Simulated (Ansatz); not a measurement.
# AlBrH2O2: small, medium and large basis sets

An exercise on one series of results from a longer session: the logs are not shown, and one member is left open.

The runs use Ansatz 0.2.0, Gaussian basis; one geometry, several basis sets.

The runs, in order: PBE0-D4/def2-SVP; ωB97M-V/def2-SVP; PBE0-D4/def2-QZVPP; ωB97M-V/def2-QZVPP; the functionals' def2-TZVPP values are taken from earlier runs.

### The relaxed structure

The geometry comes from an earlier relaxation with PBE0-D4 in a triple-zeta def2 set; it is a stationary point.

6 atoms, charge 0, spin multiplicity 1.

Atoms are counted from 1 here; the program's logs count them from 0.

Bond lengths: O1–Al2 1.680 Å, O1–H5 0.956 Å, Al2–O3 1.680 Å, Al2–Br4 2.252 Å, O3–H6 0.956 Å. Angles: Al2–O1–H5 122.6°, O1–Al2–O3 118.2°, O1–Al2–Br4 120.9°, O3–Al2–Br4 120.9°, Al2–O3–H6 122.6°.

The first run:

File in.yaml:

```yaml
crystal:
  periodic: [false, false, false]
  atoms:
    - {symbol: O, position_ang: [-0.080222, 1.421080, -0.824931]}
    - {symbol: Al, position_ang: [-0.029672, -0.053544, -0.021644]}
    - {symbol: O, position_ang: [1.110112, -0.254822, 1.196020]}
    - {symbol: Br, position_ang: [-1.450780, -1.714409, -0.561994]}
    - {symbol: H, position_ang: [-0.702087, 1.604045, -1.526924]}
    - {symbol: H, position_ang: [1.194649, -1.066350, 1.693272]}
basis:
  gaussian: {orbitals: def2-SVP}
hamiltonian: {xc: pbe0, dispersion: d4}
output: {orbitals: {seedname: orbitals}}
```

Steps of the session up to this table: PBE0-D4 in def2-SVP; ωB97M-V in def2-SVP; PBE0-D4 in def2-QZVPP; ωB97M-V in def2-QZVPP.

One table of the session follows, with a row left open; its other results are not shown here.

It belongs to the step «Density functionals: the series». 

```
functional       basis  HOMO (eV)
   PBE0-D4    def2-SVP      -8.51
   PBE0-D4  def2-TZVPP      -8.67
   PBE0-D4  def2-QZVPP      -8.70
   ωB97M-V    def2-SVP     -10.72
   ωB97M-V  def2-TZVPP     -10.91
   ωB97M-V  def2-QZVPP          ?
```

Estimate the missing values for ωB97M-V, def2-QZVPP.

As computed: HOMO (eV): -10.95. In the column «HOMO (eV)» it is the lowest.
